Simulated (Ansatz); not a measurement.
**CH6BrNOSi: up Jacob's ladder to CCSD(T)**

Aim: compute CH6BrNOSi with functionals from several rungs and with coupled cluster, and see how far each lands from CCSD(T) at the basis-set limit for the atomisation energy.

The runs use Ansatz 0.2.0, Gaussian basis; functionals in def2-TZVPP, the program's frozen cores in correlated methods.

Levels to be run: PBE-D4, r2SCAN-D4, PBE0-D4, B3LYP-D4, ωB97X-V, ωB97M-V, B2PLYP; CCSD(T)/def2-TZVPP; MP2/def2-QZVPP; extrapolation to the limit.

## Step 1: Structure used throughout

All runs share one geometry, relaxed beforehand with PBE0-D4 in a triple-zeta def2 set.

SMILES `CN[SiH](O)Br`, 11 atoms, charge 0, spin multiplicity 1.

Atoms are counted from 1 here; the program's logs count them from 0.

Bond lengths: C1–N2 1.451 Å, C1–H6 1.096 Å, C1–H7 1.092 Å, C1–H8 1.093 Å, N2–Si3 1.697 Å, N2–H9 1.009 Å, Si3–O4 1.637 Å, Si3–Br5 2.226 Å, Si3–H10 1.478 Å, O4–H11 0.960 Å. Angles: N2–C1–H6 112.8°, N2–C1–H7 109.5°, N2–C1–H8 110.8°, H6–C1–H7 107.5°, H6–C1–H8 108.5°, H7–C1–H8 107.5°, C1–N2–Si3 124.3°, C1–N2–H9 113.7°, Si3–N2–H9 116.4°, N2–Si3–O4 111.2°, N2–Si3–Br5 114.2°, N2–Si3–H10 106.9°, O4–Si3–Br5 102.6°, O4–Si3–H10 114.3°, Br5–Si3–H10 107.7°, Si3–O4–H11 115.4°.

## Step 2: PBE-D4 (GGA)

in.yaml reads:

```yaml
crystal:
  periodic: [false, false, false]
  atoms:
    - {symbol: C, position_ang: [-1.275476, -0.305852, 0.794270]}
    - {symbol: N, position_ang: [0.140992, 0.009615, 0.788741]}
    - {symbol: Si, position_ang: [1.018462, 0.441325, -0.598194]}
    - {symbol: O, position_ang: [0.947882, -0.734908, -1.734278]}
    - {symbol: Br, position_ang: [0.207350, 2.210553, -1.677517]}
    - {symbol: H, position_ang: [-1.906534, 0.575028, 0.955354]}
    - {symbol: H, position_ang: [-1.555921, -0.739165, -0.167627]}
    - {symbol: H, position_ang: [-1.506638, -1.044131, 1.566697]}
    - {symbol: H, position_ang: [0.477468, 0.378306, 1.665320]}
    - {symbol: H, position_ang: [2.388108, 0.775368, -0.153350]}
    - {symbol: H, position_ang: [1.129608, -1.623137, -1.418916]}
basis:
  gaussian: {orbitals: def2-TZVPP}
hamiltonian: {xc: pbe, dispersion: d4}
output: {forces: true, orbitals: {seedname: orbitals}}
```

Launch:

```bash
> ansatz run in.yaml --threads 2 --pin off --events-out ev --progress --plain --max-ram 22528MiB --backend cpu
```

Further steps of the session: r2SCAN-D4 (meta-GGA); PBE0-D4 (hybrid); B3LYP-D4 (hybrid); ωB97X-V (range-separated); ωB97M-V (range-separated); B2PLYP (double hybrid); CCSD(T) in def2-TZVPP; MP2 in def2-QZVPP.

Q: Predict the results of all the runs planned. Wanted: atomisation energy, CCSD(T)/CBS; farthest; mean size of error, hybrid; mean size of error, range-separated; gap, smallest and largest; T1 diagnostic; triples share of the correlation energy.

As calculated:

| quantity | value |
| --- | --- |
| atomisation energy, CCSD(T)/CBS | 956.6 kcal/mol |
| functionals within 9.6 kcal/mol (1.0 %) | PBE-D4, r2SCAN-D4, PBE0-D4, B3LYP-D4, ωB97X-V, ωB97M-V |
| farthest | B2PLYP (-15.9 kcal/mol) |
| mean size of error, hybrid | 6.8 kcal/mol |
| mean size of error, range-separated | 1.2 kcal/mol |
| gap, smallest and largest | 5.63 eV (PBE-D4), 12.25 eV (ωB97X-V) |
| T1 diagnostic | 0.0093 |
| triples share of the correlation energy | 3.5 % |

PBE-D4 misses by +8.7 kcal/mol. Double hybrids carry the basis error of their MP2 part in triple zeta, and no dispersion term here, so their miss is partly the set-up's. The reference freezes the cores and leaves out relativity and excitations past (T), and its outer-core shells are covered unevenly, so misses under about 9.6 kcal/mol can't be ranked. All levels share the lack of spin-orbit coupling, which lowers the free heavy atoms and so the true binding. Hartree-Fock recovers 71 % of the binding; the rest is correlation. The gap grows from 5.6 to 12.2 eV across the functionals, mostly with the share of exact exchange. Correlated methods include outer-core shells of Br, which these sets cover unevenly.
